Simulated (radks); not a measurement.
# S⁺ in [Ne] 3s2 3p3: an all-electron calculation

An exercise on one series of results from a longer session: the logs are not shown, and one member is left open.

Method: scalar-relativistic Kohn-Sham, r2SCAN, spin-polarised, spherical densities, finite nucleus; open shells are filled with parallel spins first. Code: radks (a radial shooting solver on a logarithmic mesh, Libxc functionals) version 1.

## What is computed

```
element            : sulfur (Z = 16)
charge             : +1
electrons          : 15
configuration      : [Ne] 3s2 3p3
nuclear rms radius : 3.2611 fm
```

Outer shells as boxes (Hund's rule):

S⁺
```
[Ne] core
3s [↑↓]
3p [↑ ][↑ ][↑ ]
```

Set-up of the first run:

Settings of this run:

```text
Z 16
configuration [Ne] 3s2 3p3 4s0 3d0 4p0 4f0
relativity scalar-relativistic
functional r2scan,r2scan
spin polarised
nucleus finite rms 3.2611 fm
c 137.035999084
```

One table of the session follows, with a row left open; its other results are not shown here.

It belongs to the step «Radial structure». Sizes of the orbitals, from the radial functions (bohr):

```
  level      <r>  outermost maximum (interpolated)  90 % within  nodes
  1s up  0.09688                            0.0633        0.173      0
1s down  0.09686                            0.0633        0.173      0
  2s up        ?                                 ?            ?      ?
2s down   0.4770                             0.388        0.747      1
  2p up   0.4415                             0.326        0.734      0
2p down   0.4416                             0.327        0.734      0
  3s up    1.638                              1.40         2.46      2
3s down    1.658                              1.39         2.50      2
  3p up    1.865                              1.55         2.86      1
3p down    1.912                              1.56         2.96      1
```

Estimate the missing values for 2s up.

**Answer.** <r>: 0.4768; outermost maximum (interpolated): 0.387; 90 % within: 0.746; nodes: 1. In the column «<r>» it lies between 2p down (0.4416) and 2s down (0.4770).

Caveats from the session: Open shells are spherical and high-spin; term and fine-structure splittings are not resolved.
